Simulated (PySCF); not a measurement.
# AuCr (Cr ... Au): the cost of one run

Programs: PySCF 2.14.0, with routines of our own; each step states its level. All values are computed. Atoms count from 0.

## 1. The system as given

2 atoms, charge 0, high-spin multiplicity 8; geometry from: GFN2-xTB fragments, placed rigidly.

The system (radical pair): Cr···Au. The radical centres are 3.28 Å apart; the spin sites are atom 0 (6 unpaired) and atom 1 (1 unpaired).

## 2. Magnetic exchange: CASSCF and SC-NEVPT2/def2-TZVP (7,7)

Job settings and geometry (Å):

```
{"job": {"kind": "cas", "basis": "def2-TZVP", "active": "magnetic", "zfs": false}, "charge": 0, "high_spin_multiplicity": 8, "spin_sites": [[[0], 6], [[1], 1]]}
Cr    -0.700000     0.000000    -1.485000
Au     0.700000     0.000000     1.485000
```

With the program's defaults for keys left out, this is: CASSCF and SC-NEVPT2/def2-TZVP spin states, gas phase.

Command:

```sh
OMP_NUM_THREADS=1 python exch_run.py task.json out
```

The driver reads the jobs from task.json and runs them one after another.

**Question.** How long does this first job take on 1 thread of Arm Neoverse N1, shared host, and how much memory does it need?

About 3.9 s, with a peak of 0.25 GiB.
